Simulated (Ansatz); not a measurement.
This script makes an equation of state with a fit of SbPb, space group Fm-3m with the Ansatz DFT code, driven from Python.

The script, `run_eos.py`:
```python
"""Energy against volume for SbPb, with a fit."""

import ansatz as az
import numpy as np

vectors0 = np.array([
    [0.0, 3.161243, 3.161243],
    [3.161243, 0.0, 3.161243],
    [3.161243, 3.161243, 0.0],
])
sites = [
    ("Sb", (0.5, 0.5, 0.5)),
    ("Pb", (0.0, 0.0, 0.0)),
]


def build(cell):
    crystal = az.Crystal(lattice=az.Lattice.of(cell))
    for symbol, position in sites:
        crystal = crystal.atom(symbol, position)
    return crystal


def main() -> None:
    # scale the volume, keep shape and fractions
    volumes, energies, pressures = [], [], []
    for scale in np.linspace(0.92, 1.08, 7):
        cell = vectors0 * scale ** (1 / 3)
        model = (
            build(cell).calculation()
            .occupations("fermi_dirac", width=0.05)
            .basis(470)
            .functional("LDA")
            .kpoints(8, 8, 8)
            .stress()
        )
        summary = model.run(threads=1, pin="off").report
        volumes.append(abs(np.linalg.det(cell)) / len(sites))
        energies.append(summary["free_energy_ev"] / len(sites))
        pressures.append(np.trace(summary["stress_gpa"]) / 3)
        print(f"V = {volumes[-1]:8.4f} A^3/atom  F = {energies[-1]:.5f} eV/atom  P = {pressures[-1]:8.3f} GPa")

    # third-order Birch-Murnaghan: a cubic in V^(-2/3)
    x = np.array(volumes) ** (-2 / 3)
    poly = np.polynomial.Polynomial.fit(x, energies, 3).convert()
    roots = poly.deriv().roots()
    x0 = min((r.real for r in roots if abs(r.imag) < 1e-9 and poly.deriv(2)(r.real) > 0), key=lambda r: abs(r - x.mean()))
    v0 = x0 ** -1.5
    b0 = 4 / 9 * poly.deriv(2)(x0) * v0 ** (-7 / 3) * 160.21766
    b1 = 4 + 2 / 3 * x0 * poly.deriv(3)(x0) / poly.deriv(2)(x0)
    print(f"V0 = {v0:.4f} A^3/atom, B0 = {b0:.1f} GPa, dB/dP = {b1:.2f}")


if __name__ == "__main__":
    main()
```

From its runs, with one value withheld:

| V (Å³/atom) | F less the lowest row shown (meV/atom) |
| --- | --- |
| 29.064 | 3.11 |
| 29.907 | 0.00 |
| 30.749 | 4.90 |
| 31.592 | ? |
| 32.434 | 33.97 |
| 33.277 | 56.18 |
| 34.119 | 82.44 |

What is the missing energy at 31.592 Å³ an atom?

A third-order Birch-Murnaghan fit, E = E0 + (9 V0 B0 / 16) [(t - 1)³ B' + (t - 1)² (6 - 4t)] with t = (V0/V)^(2/3), through the 6 rows shown gives V0 = 29.790 Å³, B0 = 55.1 GPa, B' = 4.97 and E0 = -0.08 meV. At V = 31.592 Å³, t = 0.96161, and the fit interpolates to 16.58 meV. The run gave 16.57 meV, a miss of 0.00 meV.

Notes:
- For a metal this k-point mesh is coarse: on a finer one energies can move by several to tens of meV an atom and pressures by half a GPa or more, differences at one mesh by less.
- Pressure is positive in compression.
- Spin-orbit coupling, which matters for elements this heavy, is left out.
- This cell is a computed structure, which may not be the phase found in nature.
- It ran for 16 s on 1 thread of Arm Neoverse V2 (shared host), peak memory 0.43 GiB.
